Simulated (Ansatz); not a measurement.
Consider a convergence test of the k-point mesh of C, space group P6_3mc (Ansatz 0.2.0, Python API).

Contents of `c.vasp`:
```text
C
1.0
   2.47000000    0.00000000    0.00000000
  -1.23500000    2.13908275    0.00000000
   0.00000000    0.00000000    6.79000000
C
4
Direct
   0.00000000    0.00000000    0.00000000
   0.00000000    0.00000000    0.50000000
   0.33333333    0.66666667    0.00500000
   0.66666667    0.33333333    0.50500000
```

The script, `c.py`:
```python
import ansatz as az
from ase.io import read
import matplotlib.pyplot as plt


def main() -> None:
    atoms = read('c.vasp', format='vasp')
    system = az.Crystal.from_ase(atoms)

    job = (
        system.calculation()
        .functional('pbe')
        .pseudopotentials('paw')
        .basis(21 * az.Ha)
        .occupations('Fermi-Dirac', width=0.1)
        .forces()
        .stress()
    )

    rows = []
    for value in [1.0, 0.6, 0.4, 0.3]:
        rep = job.kpoints(spacing=value).run(threads=1, backend='cpu').report
        rows.append((value, rep['free_energy_ev'] / len(rep['lattice']['sites']), rep['n_iterations'], sum(rep['stress_gpa'][i][i] for i in range(3)) / 3, max(abs(f) for row in rep['forces_ev_ang'] for f in row), rep['n_kpoints']))

    print('spacing (1/A)   F/atom (eV)    iterations       P (GPa)  max component (eV/A)      k-points')
    for row in rows:
        print(f'{str(row[0]):>12s}  {row[1]:12.5f}  {row[2]:12d}  {row[3]:12.3f}  {row[4]:20.4f}  {row[5]:12d}')

    for row in rows[:-1]:
        shift = 1000 * (row[1] - rows[-1][1])
        print(f'{row[0]}: {shift:+.2f} meV/atom' + ('  (within 2 meV)' if abs(shift) < 2 else ''))
    plt.figure(figsize=(4.5, 3))
    plt.plot([str(row[0]) for row in rows], [1000 * (row[1] - rows[-1][1]) for row in rows], 'o-')
    plt.xlabel('spacing (1/A)')
    plt.ylabel('F - F(last) (meV/atom)')
    plt.tight_layout()
    plt.savefig('kconv.png', dpi=100)


if __name__ == '__main__':
    main()
```

From which mesh on is the energy per atom within 2 meV of the last row, and how does it get there?

From a spacing of 0.4 (8×8×3) on it stays within 2 meV an atom of the value at a spacing of 0.3 (10×10×4); the first row (a spacing of 1.0 (3×3×1)) is off by 237.6 meV and the last but one by 0.98 meV. That rests on few rows after larger swings, so the series isn't shown to be converged. The pressure moves from 1.85 to -0.42 GPa.

The output:

```console
$ python c.py
spacing (1/A)   F/atom (eV)    iterations       P (GPa)  max component (eV/A)      k-points
         1.0    -250.69285             6         1.846                0.5661             3
         0.6    -250.91938             6        -0.309                0.5712            10
         0.4    -250.92943             6        -0.429                0.5697            20
         0.3    -250.93040             6        -0.419                0.5701            42
1.0: +237.55 meV/atom
0.6: +11.02 meV/atom
0.4: +0.98 meV/atom  (within 2 meV)
```

Reading the output:
- Of the deposited cell: the entry's cell lengths or inner coordinates differ somewhat from later room-temperature determinations.
- Pressure is positive in compression.
- Shifts are counted from the finest mesh, which is itself no proven limit.
- Processor time in the engine: 2.9 s on 1 thread of Intel(R) Xeon(R) Processor @ 2.30GHz, on a shared host, peak memory 0.59 GiB.
